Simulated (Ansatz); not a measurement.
# H3LiSeSi (SMILES [Li][Se][SiH3]): functionals against CCSD(T) at one geometry

The task here is to estimate one member of a computed series from the others.

Method: single points in def2-TZVPP; program: Ansatz 0.2.0, Gaussian basis.

Cores are frozen in the correlated methods. Filled d shells of the heavier atoms are correlated. The outer core shell of Li, Na, Mg and K is correlated.

## The system as given

SMILES `[Li][Se][SiH3]`, 6 atoms, charge 0, spin multiplicity 1.

Atoms are counted from 1 here; the program's logs count them from 0.

Bond lengths: Li1–Se2 2.315 Å, Se2–Si3 2.184 Å, Si3–H4 1.478 Å, Si3–H5 1.347 Å, Si3–H6 1.556 Å. Angles: Li1–Se2–Si3 133.5°, Se2–Si3–H4 105.3°, Se2–Si3–H5 106.3°, Se2–Si3–H6 101.4°, H4–Si3–H5 113.6°, H4–Si3–H6 114.6°, H5–Si3–H6 114.1°.

As a file:

```
atom     x (Å)     y (Å)     z (Å)
 Li1  -0.22600  -2.88050   1.54820
 Se2  -0.92000  -1.06990   0.28270
 Si3   0.09980   0.69660  -0.49770
  H4   1.28700   0.17820  -1.20870
  H5  -0.78320   1.31690  -1.30390
  H6   0.41770   1.47170   0.81330
```

The first run:

Input file run/in.yaml:

```yaml
crystal:
  periodic: [false, false, false]
  atoms:
    - {symbol: Li, position_ang: [-0.226000, -2.880500, 1.548200]}
    - {symbol: Se, position_ang: [-0.920000, -1.069900, 0.282700]}
    - {symbol: Si, position_ang: [0.099800, 0.696600, -0.497700]}
    - {symbol: H, position_ang: [1.287000, 0.178200, -1.208700]}
    - {symbol: H, position_ang: [-0.783200, 1.316900, -1.303900]}
    - {symbol: H, position_ang: [0.417700, 1.471700, 0.813300]}
basis:
  gaussian: {orbitals: def2-TZVPP}
correlation: {method: ccsd_t}
output: {forces: true}
```

The command line of these runs was not kept.

Among the steps run: CCSD(T)/def2-TZVPP; PBE0-D4/def2-TZVPP; wB97M-V/def2-TZVPP; r2SCAN-D4/def2-TZVPP; PBE-D4/def2-TZVPP; LC-wPBE/def2-TZVPP; revPBE-D4/def2-TZVPP.

One of the session's tables, all rows but one given; the rest of the session is left out.

| method | RMS force component (eV/Å) | angle to CCSD(T) forces (°) | dipole (D) |
| --- | --- | --- | --- |
| CCSD(T) | 1.364 | reference | 7.12 |
| PBE0-D4 | 1.376 | 2.1 | 6.97 |
| wB97M-V | 1.340 | 1.6 | 6.99 |
| r2SCAN-D4 | 1.361 | 1.7 | 7.07 |
| PBE-D4 | 1.384 | 4.7 | 6.80 |
| LC-wPBE | ? | ? | ? |
| revPBE-D4 | 1.388 | 5.2 | 6.81 |

Estimate the missing values for LC-wPBE.

The run gave: RMS force component (eV/Å): 1.383; angle to CCSD(T) forces (°): 4.1; dipole (D): 7.14. In the column «RMS force component (eV/Å)» it lies between PBE0-D4 (1.376) and PBE-D4 (1.384).
